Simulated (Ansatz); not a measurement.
## CaH: vertical spin-state energies

Computed with the Ansatz DFT code, driven from Python.

`cah.xyz`
```text
2

Ca    0.00000    0.00000    0.00000
H     0.00000    0.00000    1.91000
```

`spin_cah.py`
```python
"""Vertical spin-state energies of CaH."""

import ansatz as az

cah = az.Crystal.molecule_from_extxyz("cah.xyz")

base = cah.calculation()
base = base.basis(gaussian="def2-SVPD")
base = base.correlation("MP2")
found = {}
for unpaired in [1, 3]:
    r = base.spin("collinear", total=unpaired).run().report
    s = unpaired / 2
    found[unpaired] = r["free_energy_ev"]
    print(f"2S+1 = {unpaired + 1}: E = {found[unpaired]:.5f} eV, <S^2> = {abs(r['mean_field']['state']['spin_squared']):.3f} (pure state {s * (s + 1):.2f})")
lowest = min(found, key=found.get)
for unpaired, e in found.items():
    print(f"multiplicity {unpaired + 1}: {(e - found[lowest]):.3f} eV above the lowest")
```

```console
$ python spin_cah.py
2S+1 = 2: E = -18431.27889 eV, <S^2> = 0.753 (pure state 0.75)
2S+1 = 4: E = -18427.28921 eV, <S^2> = 3.750 (pure state 3.75)
multiplicity 2: 0.000 eV above the lowest
multiplicity 4: 3.990 eV above the lowest
```

In order: multiplicity 2 (+0.00 eV) and multiplicity 4 (+3.99 eV), all at the one geometry.

What to keep in mind:
- Total energies depend on the basis set; only differences at equal settings carry meaning.
- The geometry is a force-field or estimated start, not a minimum of this method, and the basis set is short of its limit. All parts are taken at fixed geometry, without zero-point energy.
- The species is open-shell (spin multiplicity 2).
- S² is that of the Hartree-Fock reference.
- The whole script took 1.3 s on 1 thread of Arm Neoverse V1, with other jobs on the host, peak memory 0.14 GiB.

(Lines on the test bed's own set-up are left out of the output.)
